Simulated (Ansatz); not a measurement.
## NaLaMnMoO6 under changes of volume

One of the cells (12.007 Å³/atom); the others are scaled copies at fixed shape and fractional positions:

```xyz
20
Lattice="3.7945 -3.8493 -0.0001 3.7945 3.8493 -0.0001 -0.0460 0.0000 8.2203" Properties=species:S:1:pos:R:3 pbc="T T T"
Na    3.7600   -0.0493    6.1651
Na    3.7830    0.0493    2.0550
La    3.7600    3.7539    6.1651
La    3.7830   -3.7539    2.0550
Mn    1.8742    1.9246    4.1101
Mn    1.8973   -1.9246    0.0000
Mo    1.8742   -1.9246    4.1101
Mo    1.8973    1.9246    0.0000
O     2.2242   -1.8899    6.0211
O     5.3188    1.8899    2.1991
O     3.7643    1.6891    4.5073
O     3.7787   -1.6891    3.7129
O     6.0251   -0.0155    4.1046
O     1.5179    0.0155    4.1155
O     2.2472    1.8899    1.9109
O     5.2958   -1.8899    6.3092
O     6.0021    0.0155    8.2147
O     1.5409   -0.0155    0.0054
O     3.7557    1.6891    7.8230
O     3.7873   -1.6891    0.3971
```

The cell was built by a generator and needn't be a form met in nature.

```yaml
Program: Ansatz 0.2.0
Functional: PBE
Potentials_or_basis: Ansatz PAW
Cutoff: "420 eV (not typed: the program's choice for these potentials)"
k_mesh: 5 × 5 × 4
Occupations: fermi-dirac, width 0.05 eV
Spin: collinear spin, ferromagnetic start
Starting_moments: "[0.0, 0.0, 0.0, 0.0, 4.0, 4.0, 1.0, 1.0, 0.0, 0.0, 0.0, 0.0, 0.0, 0.0, 0.0, 0.0, 0.0, 0.0, 0.0, 0.0] μB"
```

```tsv
volume (Å³/atom)	energy over the lowest point (meV/atom)	pressure (GPa)	moment (μB per cell)	largest force (eV/Å)
11.286	25.54	12.1	6.33	0.872
11.526	?	?	?	?
11.767	2.62	3.6	6.67	0.252
12.007	0.00	0.0	6.82	0.028
12.247	2.50	-3.2	6.97	0.264
12.487	9.63	-6.1	7.12	0.495
12.727	20.82	-8.7	7.29	0.710
```

Question: What does the run at 11.526 Å³/atom give?

Answer: Energy over the lowest point 10.91 meV/atom; pressure 7.6 GPa; moment 6.50 μB per cell; largest force 0.547 eV/Å.

Worked out: A Birch-Murnaghan fit of order 3 (a polynomial in V^(-2/3)) to the other rows has its minimum at 12.00 Å³/atom with B0 = V·E''(V) = 170 GPa and B' = 4.3 at fixed shape and positions, which overstates the stiffness. It gives 10.93 meV/atom at 11.526 Å³/atom, against the run's 10.91, and -dE/dV = 7.6 GPa, against 7.6. A straight line through the other rows of the moment, of slope 0.658 μB per Å³/atom, gives 6.50 μB, against the run's 6.50.

Energies are extrapolated to zero smearing.

Caveats: only a ferromagnetic start was run, and an antiferromagnetic order may lie lower in energy; the starting moments weren't kept.
